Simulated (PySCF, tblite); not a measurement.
# C4H12Si: changes of charge, part 2 of 2

tblite 0.8.0 and PySCF 2.14.0. Atoms count from 0. The steps go on from the part before.

## Step 11: Harmonic vibrations (C4H12Si+ (doublet)): PBE0-D3(BJ)/ma-def2-SVP

What the job is given:

```
{"job": {"xc": "PBE0", "basis": "ma-def2-SVP", "d3": "d3bj", "grid": 2, "kind": "hessian"}, "charge": 1, "multiplicity": 2}
C      2.665057     0.130988    -0.020016
C      1.456491    -0.754499     0.174279
Si     0.023072     0.575653     0.000597
C     -1.518314    -0.614123     0.266808
C     -2.646797     0.381109     0.136308
H      2.794573     0.895676     0.760575
H      2.731896     0.590954    -1.017356
H      3.544214    -0.547754     0.065737
H      1.363918    -1.202372     1.173886
H      1.298565    -1.505520    -0.612766
H      0.008442     1.170596    -1.357419
H      0.102090     1.591333     1.077930
H     -1.476548    -1.377917    -0.522676
H     -1.407910    -1.065829     1.262898
H     -2.727717     0.844462    -0.858439
H     -2.659075     1.154910     0.918538
H     -3.579255    -0.212492     0.275910
```

Log:

```text
coarse grid: 13408 points
cycle   1  E = -448.2134377544  dE =  2.868e-01  |g| = 1.884e-01  |ddm| = 2.702e+00
cycle   2  E = -448.2185967656  dE = -5.159e-03  |g| = 1.697e-01  |ddm| = 5.283e-01
cycle   3  E = -448.2353764688  dE = -1.678e-02  |g| = 2.687e-02  |ddm| = 2.657e-01
cycle   4  E = -448.2357627475  dE = -3.863e-04  |g| = 9.584e-03  |ddm| = 3.943e-02
cycle   5  E = -448.2358187790  dE = -5.603e-05  |g| = 3.647e-03  |ddm| = 1.560e-02
cycle   6  E = -448.2358279232  dE = -9.144e-06  |g| = 1.524e-03  |ddm| = 6.548e-03
final grid: 121224 points
cycle   7  E = -448.2948877867  dE = -1.901e-05  |g| = 5.711e-03  |ddm| = 2.324e-02
cycle   8  E = -448.2948768214  dE =  1.097e-05  |g| = 7.188e-03  |ddm| = 1.258e-02
cycle   9  E = -448.2949052586  dE = -2.844e-05  |g| = 1.171e-03  |ddm| = 7.679e-03
cycle  10  E = -448.2949060898  dE = -8.312e-07  |g| = 1.199e-04  |ddm| = 1.294e-03
cycle  11  E = -448.2949061067  dE = -1.694e-08  |g| = 6.256e-05  |ddm| = 2.713e-04
cycle  12  E = -448.2949061105  dE = -3.733e-09  |g| = 3.265e-05  |ddm| = 1.355e-04
cycle  13  E = -448.2949061112  dE = -7.634e-10  |g| = 8.160e-06  |ddm| = 5.696e-05
cycle  14  E = -448.2949061113  dE = -5.002e-11  |g| = 2.851e-06  |ddm| = 1.800e-05
converged SCF energy = -448.2949061113

mode    cm-1
  1      27.8
  2      46.7
  3      81.7
  4     118.7
  5     159.8
  6     180.8
  7     231.9
  8     236.8
  9     457.3
 10     566.1
 11     586.3
 12     698.5
 13     721.3
 14     757.0
 15     882.4
 16     884.4
 17     891.9
 18     894.0
 19     932.5
 20     961.6
 21    1003.9
 22    1042.1
 23    1193.0
 24    1197.5
 25    1201.1
 26    1317.9
 27    1320.2
 28    1365.7
 29    1367.2
 30    1419.5
 31    1428.5
 32    1461.7
 33    1464.8
 34    2291.0
 35    2315.4
 36    2953.6
 37    2967.6
 38    3104.3
 39    3105.1
 40    3113.6
 41    3114.2
 42    3172.6
 43    3172.7
 44    3202.5
 45    3204.1
ZPE 375.731  H(298)-E 403.609  G(298)-E 288.012 kJ/mol  S 387.72 J/(mol K)
```

Wall time 21 min (1 thread of Arm Neoverse V1, shared host); peak memory 2.4 GiB.

Zero-point energy 375.73 kJ/mol (xTB gave 373.08).

## Step 12: Single point (C₄H₁₂Si): wB97X-D3(BJ)/ma-def2-TZVP

Geometry: PBE0-D3(BJ)/ma-def2-SVP, that of another charge or spin state.

Settings changed since step 11:

```diff
@@ -1,2 +1,2 @@
-{"job": {"xc": "PBE0", "basis": "ma-def2-SVP", "d3": "d3bj", "grid": 2, "kind": "hessian"}, "charge": 1, "multiplicity": 2}
+{"job": {"kind": "sp", "xc": "wB97X", "basis": "ma-def2-TZVP", "d3": "d3bj", "grid": 2}, "charge": 0, "multiplicity": 1}
 C      2.665057     0.130988    -0.020016
```

Log:

```text
coarse grid: 13408 points
cycle   1  E = -449.3114946924  dE =  2.022e-01  |g| = 2.782e-01  |ddm| = 2.654e+00
cycle   2  E = -449.3283276631  dE = -1.683e-02  |g| = 1.608e-01  |ddm| = 4.579e-01
cycle   3  E = -449.3343745477  dE = -6.047e-03  |g| = 3.629e-02  |ddm| = 1.422e-01
cycle   4  E = -449.3347739214  dE = -3.994e-04  |g| = 5.718e-03  |ddm| = 6.920e-02
cycle   5  E = -449.3347825348  dE = -8.613e-06  |g| = 1.844e-03  |ddm| = 1.039e-02
final grid: 121224 points
cycle   6  E = -449.3212666823  dE = -4.508e-05  |g| = 3.017e-03  |ddm| = 4.391e-02
cycle   7  E = -449.3212680603  dE = -1.378e-06  |g| = 2.015e-03  |ddm| = 5.521e-03
cycle   8  E = -449.3212689946  dE = -9.342e-07  |g| = 2.595e-04  |ddm| = 1.549e-03
cycle   9  E = -449.3212690265  dE = -3.189e-08  |g| = 8.854e-05  |ddm| = 5.454e-04
cycle  10  E = -449.3212690294  dE = -2.894e-09  |g| = 2.357e-05  |ddm| = 1.510e-04
converged SCF energy = -449.3212690294
```

Wall time 14 s (1 thread of Arm Neoverse V1, shared host); peak memory 1.1 GiB.

## Step 13: Single point (C₄H₁₂Si+ (doublet)): wB97X-D3(BJ)/ma-def2-TZVP

Geometry: PBE0-D3(BJ)/ma-def2-SVP.

Settings changed since step 12:

```diff
@@ -1,2 +1,2 @@
-{"job": {"kind": "sp", "xc": "wB97X", "basis": "ma-def2-TZVP", "d3": "d3bj", "grid": 2}, "charge": 0, "multiplicity": 1}
+{"job": {"kind": "sp", "xc": "wB97X", "basis": "ma-def2-TZVP", "d3": "d3bj", "grid": 2}, "charge": 1, "multiplicity": 2}
 C      2.665057     0.130988    -0.020016
```

Log:

```text
final grid: 121224 points
cycle   1  E = -448.9857625338  dE = -2.514e-02  |g| = 1.707e-01  |ddm| = 3.840e-01
cycle   2  E = -448.9934644862  dE = -7.702e-03  |g| = 1.249e-01  |ddm| = 2.034e-01
cycle   3  E = -449.0011789941  dE = -7.715e-03  |g| = 8.914e-03  |ddm| = 8.364e-02
cycle   4  E = -449.0013006505  dE = -1.217e-04  |g| = 5.040e-03  |ddm| = 1.721e-02
cycle   5  E = -449.0013472219  dE = -4.657e-05  |g| = 1.446e-03  |ddm| = 1.220e-02
cycle   6  E = -449.0013518866  dE = -4.665e-06  |g| = 5.864e-04  |ddm| = 3.600e-03
cycle   7  E = -449.0013523943  dE = -5.077e-07  |g| = 2.072e-04  |ddm| = 1.213e-03
cycle   8  E = -449.0013524508  dE = -5.644e-08  |g| = 6.098e-05  |ddm| = 4.079e-04
cycle   9  E = -449.0013524576  dE = -6.843e-09  |g| = 3.187e-05  |ddm| = 1.178e-04
converged SCF energy = -449.0013524576
```

Wall time 27 s (1 thread of Arm Neoverse V1, shared host); peak memory 1.3 GiB.

## Step 14: Single point (C₄H₁₂Si): wB97X-D3(BJ)/ma-def2-TZVP in N,N-dimethylformamide

Geometry: PBE0-D3(BJ)/ma-def2-SVP.

What the job is given:

```
{"job": {"kind": "sp", "xc": "wB97X", "basis": "ma-def2-TZVP", "d3": "d3bj", "grid": 2, "solvent": "N,N-dimethylformamide"}, "charge": 0, "multiplicity": 1}
C      2.869228     0.080375    -0.003795
C      1.535995    -0.643572     0.166214
Si     0.018113     0.469898     0.020642
C     -1.583858    -0.503664     0.243759
C     -2.853914     0.336694     0.135740
H      3.001863     0.868289     0.754704
H      2.944182     0.564611    -0.990538
H      3.724465    -0.608055     0.087636
H      1.492960    -1.145573     1.149012
H      1.436488    -1.447768    -0.584288
H      0.014406     1.138001    -1.323146
H      0.092513     1.555324     1.054281
H     -1.593490    -1.312855    -0.507922
H     -1.538554    -1.008462     1.225006
H     -2.932963     0.826810    -0.847779
H     -2.878377     1.132626     0.897118
H     -3.762020    -0.272247     0.270886
```

Log:

```text
final grid: 121224 points
cycle   1  E = -449.3529304373  dE = -1.495e-04  |g| = 5.397e-03  |ddm| = 6.536e-02
cycle   2  E = -449.3529476006  dE = -1.716e-05  |g| = 2.626e-03  |ddm| = 2.126e-02
cycle   3  E = -449.3529505934  dE = -2.993e-06  |g| = 1.217e-03  |ddm| = 6.346e-03
cycle   4  E = -449.3529515232  dE = -9.298e-07  |g| = 1.380e-04  |ddm| = 5.516e-03
cycle   5  E = -449.3529515395  dE = -1.636e-08  |g| = 3.403e-05  |ddm| = 7.918e-04
cycle   6  E = -449.3529515404  dE = -9.086e-10  |g| = 9.434e-06  |ddm| = 2.655e-04
converged SCF energy = -449.3529515404
```

It took 15 s on 1 thread of Arm Neoverse V1, shared host; peak memory 1.3 GiB.

## Step 15: Single point (C₄H₁₂Si+ (doublet)): wB97X-D3(BJ)/ma-def2-TZVP in N,N-dimethylformamide

Geometry: PBE0-D3(BJ)/ma-def2-SVP.

What the job is given:

```
{"job": {"kind": "sp", "xc": "wB97X", "basis": "ma-def2-TZVP", "d3": "d3bj", "grid": 2, "solvent": "N,N-dimethylformamide"}, "charge": 1, "multiplicity": 2}
C      2.665057     0.130988    -0.020016
C      1.456491    -0.754499     0.174279
Si     0.023072     0.575653     0.000597
C     -1.518314    -0.614123     0.266808
C     -2.646797     0.381109     0.136308
H      2.794573     0.895676     0.760575
H      2.731896     0.590954    -1.017356
H      3.544214    -0.547754     0.065737
H      1.363918    -1.202372     1.173886
H      1.298565    -1.505520    -0.612766
H      0.008442     1.170596    -1.357419
H      0.102090     1.591333     1.077930
H     -1.476548    -1.377917    -0.522676
H     -1.407910    -1.065829     1.262898
H     -2.727717     0.844462    -0.858439
H     -2.659075     1.154910     0.918538
H     -3.579255    -0.212492     0.275910
```

Log:

```text
final grid: 121224 points
cycle   1  E = -449.0836559640  dE = -5.846e-04  |g| = 8.653e-03  |ddm| = 1.184e-01
cycle   2  E = -449.0837097311  dE = -5.377e-05  |g| = 4.761e-03  |ddm| = 3.203e-02
cycle   3  E = -449.0837231471  dE = -1.342e-05  |g| = 1.316e-03  |ddm| = 6.210e-03
cycle   4  E = -449.0837253398  dE = -2.193e-06  |g| = 3.779e-04  |ddm| = 5.247e-03
cycle   5  E = -449.0837255318  dE = -1.920e-07  |g| = 1.333e-04  |ddm| = 9.669e-04
cycle   6  E = -449.0837255719  dE = -4.010e-08  |g| = 5.818e-05  |ddm| = 2.993e-04
cycle   7  E = -449.0837255869  dE = -1.505e-08  |g| = 3.518e-05  |ddm| = 1.950e-04
cycle   8  E = -449.0837255920  dE = -5.074e-09  |g| = 2.248e-05  |ddm| = 9.359e-05
converged SCF energy = -449.0837255920
```

It took 28 s on 1 thread of Arm Neoverse V1, shared host; peak memory 1.3 GiB.

## Step 16: Single point (C4H12Si− (doublet)): wB97X-D3(BJ)/ma-def2-TZVP

Geometry: PBE0-D3(BJ)/ma-def2-SVP, that of another charge or spin state.

What the job is given:

```
{"job": {"kind": "sp", "xc": "wB97X", "basis": "ma-def2-TZVP", "d3": "d3bj", "grid": 2}, "charge": -1, "multiplicity": 2}
C      2.869228     0.080375    -0.003795
C      1.535995    -0.643572     0.166214
Si     0.018113     0.469898     0.020642
C     -1.583858    -0.503664     0.243759
C     -2.853914     0.336694     0.135740
H      3.001863     0.868289     0.754704
H      2.944182     0.564611    -0.990538
H      3.724465    -0.608055     0.087636
H      1.492960    -1.145573     1.149012
H      1.436488    -1.447768    -0.584288
H      0.014406     1.138001    -1.323146
H      0.092513     1.555324     1.054281
H     -1.593490    -1.312855    -0.507922
H     -1.538554    -1.008462     1.225006
H     -2.932963     0.826810    -0.847779
H     -2.878377     1.132626     0.897118
H     -3.762020    -0.272247     0.270886
```

Log:

```text
final grid: 121224 points
cycle   1  E = -449.3170119360  dE = -1.542e-03  |g| = 1.859e-02  |ddm| = 4.657e+01
cycle   2  E = -449.3172385732  dE = -2.266e-04  |g| = 1.321e-02  |ddm| = 1.446e+01
cycle   3  E = -449.3173523103  dE = -1.137e-04  |g| = 2.385e-03  |ddm| = 2.773e+00
cycle   4  E = -449.3173833912  dE = -3.108e-05  |g| = 1.457e-03  |ddm| = 5.494e+00
cycle   5  E = -449.3174132972  dE = -2.991e-05  |g| = 6.723e-04  |ddm| = 1.065e+01
cycle   6  E = -449.3174210788  dE = -7.782e-06  |g| = 2.441e-04  |ddm| = 8.432e+00
cycle   7  E = -449.3174219087  dE = -8.299e-07  |g| = 8.679e-05  |ddm| = 3.805e+00
cycle   8  E = -449.3174219777  dE = -6.894e-08  |g| = 4.049e-05  |ddm| = 1.171e+00
cycle   9  E = -449.3174219869  dE = -9.289e-09  |g| = 1.567e-05  |ddm| = 3.718e-01
converged SCF energy = -449.3174219869
```

Run time: 28 s. Hardware: 1 thread of Arm Neoverse V1, shared host; peak memory 1.3 GiB.

## Step 17: Single point (C₄H₁₂Si− (doublet)): wB97X-D3(BJ)/ma-def2-TZVP in N,N-dimethylformamide

Geometry: PBE0-D3(BJ)/ma-def2-SVP, that of another charge or spin state.

Settings changed since step 16:

```diff
@@ -1,2 +1,2 @@
-{"job": {"kind": "sp", "xc": "wB97X", "basis": "ma-def2-TZVP", "d3": "d3bj", "grid": 2}, "charge": -1, "multiplicity": 2}
+{"job": {"kind": "sp", "xc": "wB97X", "basis": "ma-def2-TZVP", "d3": "d3bj", "grid": 2, "solvent": "N,N-dimethylformamide"}, "charge": -1, "multiplicity": 2}
 C      2.869228     0.080375    -0.003795
```

Log:

```text
final grid: 121224 points
cycle   1  E = -449.3576535652  dE = -3.081e-03  |g| = 1.398e-02  |ddm| = 2.181e+02
cycle   2  E = -449.3593908905  dE = -1.737e-03  |g| = 1.121e-02  |ddm| = 1.150e+02
cycle   3  E = -449.3602512238  dE = -8.603e-04  |g| = 8.380e-03  |ddm| = 5.116e+01
cycle   4  E = -449.3617076445  dE = -1.456e-03  |g| = 3.976e-03  |ddm| = 1.126e+02
cycle   5  E = -449.3619000722  dE = -1.924e-04  |g| = 2.584e-03  |ddm| = 7.226e+00
cycle   6  E = -449.3620271439  dE = -1.271e-04  |g| = 1.362e-03  |ddm| = 8.246e+00
cycle   7  E = -449.3620632081  dE = -3.606e-05  |g| = 7.984e-04  |ddm| = 4.693e+00
cycle   8  E = -449.3620752173  dE = -1.201e-05  |g| = 3.985e-04  |ddm| = 3.611e+00
cycle   9  E = -449.3620787673  dE = -3.550e-06  |g| = 2.032e-04  |ddm| = 1.147e+00
cycle  10  E = -449.3620793245  dE = -5.572e-07  |g| = 1.289e-04  |ddm| = 9.566e-01
cycle  11  E = -449.3620795168  dE = -1.923e-07  |g| = 5.913e-05  |ddm| = 3.194e-01
cycle  12  E = -449.3620795736  dE = -5.680e-08  |g| = 2.610e-05  |ddm| = 7.850e-02
cycle  13  E = -449.3620795848  dE = -1.128e-08  |g| = 9.643e-06  |ddm| = 1.518e-01
cycle  14  E = -449.3620795860  dE = -1.183e-09  |g| = 7.614e-06  |ddm| = 2.311e-02
converged SCF energy = -449.3620795860
```

It took 40 s on 1 thread of Arm Neoverse V1, shared host; peak memory 1.3 GiB.

## Step 18: Changes of charge: wB97X-D3(BJ)/ma-def2-TZVP

This step combines the energies above: geometries from PBE0-D3(BJ)/ma-def2-SVP, zero-point and thermal terms from PBE0-D3(BJ)/ma-def2-SVP.

Settings changed since step 17:

```diff
@@ -1,2 +1,2 @@
-{"job": {"kind": "sp", "xc": "wB97X", "basis": "ma-def2-TZVP", "d3": "d3bj", "grid": 2, "solvent": "N,N-dimethylformamide"}, "charge": -1, "multiplicity": 2}
+{"job": {"kind": "rx", "dirs": [1, -1], "geom": {"xc": "PBE0", "basis": "ma-def2-SVP", "d3": "d3bj", "grid": 1}, "hess": 1, "level": {"xc": "wB97X", "basis": "ma-def2-TZVP", "d3": "d3bj", "solvents": ["N,N-dimethylformamide"]}}, "charge": 0, "multiplicity": 1}
 C      2.869228     0.080375    -0.003795
```

Output (the driver's rows laid out field by field):

```text
ionisation and electron attachment, wB97X-D3(BJ)/ma-def2-TZVP // PBE0-D3(BJ)/ma-def2-SVP

row 1
  change                  oxidation
  charge                  1
  multiplicity            2
  vertical_ev             10.2737
  vertical_s2             0.761
  formula                 C4H12Si
  kept                    yes
  pieces                  1
  point_group             C2v
  adiabatic_electronic_ev 9.5166
  adiabatic_ev            9.3887
  free_energy_ev          9.3288
  s2                      0.761
  bonds_moved             2 3 1.888 1.965; 1 2 1.888 1.963; 2 10 1.501 1.483; 2 11 1.501 1.483
  spin_on                 3 C 0.364; 1 C 0.359; 2 Si 0.098
  charge_moved            3 C 0.152; 1 C 0.149
  vertical_back_ev        8.7054
  relaxation_parent_ev    0.8113
  relaxation_ion_ev       0.7571
  reorganisation_ev       1.5684
  solution                solvent N,N-dimethylformamide, absolute_potential_v 7.1382, solvation_parent_kj -4.91, solvation_ion_kj -216.27

row 2
  change                  reduction
  charge                  -1
  multiplicity            2
  vertical_ev             -0.9159
  vertical_s2             0.75
  unbound                 yes
```

Wall time 36 min (1 thread of Arm Neoverse V1, shared host); peak memory 1.3 GiB.

Energy taken up on oxidation, or given off on reduction (eV; adiabatic with zero-point energy):

```
                    change  product  vertical  adiabatic  free energy  reorganisation  ⟨S²⟩
oxidation (multiplicity 2)  C4H12Si     10.27       9.39         9.33            1.57  0.76
reduction (multiplicity 2)        –     -0.92          –            –               –     –
```

On oxidation to multiplicity 2 charge changes most on C3 (+0.15 e), C1 (+0.15 e); the spin sits on C3 (0.36), C1 (0.36), Si2 (0.10); the bond Si2–C3 goes from 1.888 to 1.965 Å; the absolute potential is 7.14 V in N,N-dimethylformamide.

## Step 19: Summary of results

What follows sums up all 2 parts.

| quantity | value |
| --- | --- |
| strongest single infrared mode (GFN2-xTB) | 2196 cm⁻¹, 464 km/mol |
| zero-point energy (GFN2-xTB) | 91.8 kcal/mol |
| point group | C2v |
| rotational constants (main isotopes) | 13.28, 1.50, 1.42 GHz |
| ionisation energy (wB97X-D3(BJ)/ma-def2-TZVP) | vertical 10.27 eV, adiabatic 9.39 eV |
| electron affinity (wB97X-D3(BJ)/ma-def2-TZVP) | vertical -0.92 eV (unbound: the value hangs on the basis) |

What this shows: All 45 modes are real, so the xTB geometry is a minimum. The strongest single mode, at 2196 cm⁻¹, moves mainly H10 and H11. GFN2-xTB is a fitted tight-binding method: band positions and strengths are rough. Its intensities can rank the bands wrongly. Over 4 steps the energy fell by 0.085 eV; of the close pairs, Si2–H11 changed most, 1.471 to 1.501 Å (PBE0/ma-def2-SVP). At wB97X-D3(BJ)/ma-def2-TZVP, relaxation with the zero-point term after oxidation moves the energy taken up from 10.27 eV (vertical) to 9.39 eV (adiabatic, with zero-point energy).
